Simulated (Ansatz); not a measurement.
Ba2Tl5V3O12, 22 atoms in the cell. The structure is trigonal, space group R-3m (No. 166). Conventional cell: a = 8.474 Å, b = 8.474 Å, c = 18.385 Å, α = 90.00°, β = 90.00°, γ = 120.00°. Ba (site symmetry -3m) has 12 O at 3.23 Å as nearest neighbours. Ba (site symmetry -3m) is surrounded by 12 O at 3.22 Å. Around V (site symmetry 2/m) lie 4 O at 1.82 Å. Around Tl (site symmetry 2/m) lie 4 O at 2.36 Å. Around Tl (site symmetry 3m) lie 3 V at 2.80 Å and 6 O at 2.84 Å and 3 Tl at 2.98 Å. O (site symmetry 1) has 1 V at 1.82 Å as nearest neighbours. The cell was built by a generator and needn't be a form met in nature.

* Program: Ansatz 0.2.0
* Task: relaxation of cell and atoms
* Functional: r2SCAN
* Dispersion: D4
* Potentials or basis: Ansatz PAW
* Cutoff: 500 eV (not typed: the program's choice for these potentials)
* k mesh: 3 × 3 × 3
* Occupations: fermi-dirac, width 0.05 eV
* Spin: collinear spin, ferromagnetic start
* Starting moments: [0.0, 0.0, 2.0, 2.0, 2.0, 0.0, 0.0, 0.0, 0.0, 0.0, 0.0, 0.0, 0.0, 0.0, 0.0, 0.0, 0.0, 0.0, 0.0, 0.0, 0.0, 0.0] μB

Potentials or basis: Ansatz PAW.

Command:

```sh
$ ansatz run input.yaml --threads 8 --pin off --max-ram 20480MiB --backend cpu --events-out ev --progress --plain --runs-dir out
```

Hardware: 8 threads of Arm Neoverse N1, with other jobs on the host.

Question: How long does it take, and how much memory?

Answer: Wall time 4.1 min on 8 threads of Arm Neoverse N1, on a shared host, peak memory 3.1 GiB. Counts: scf iterations 88, plane waves 9111, k points 6, bands 123, ion steps 6.
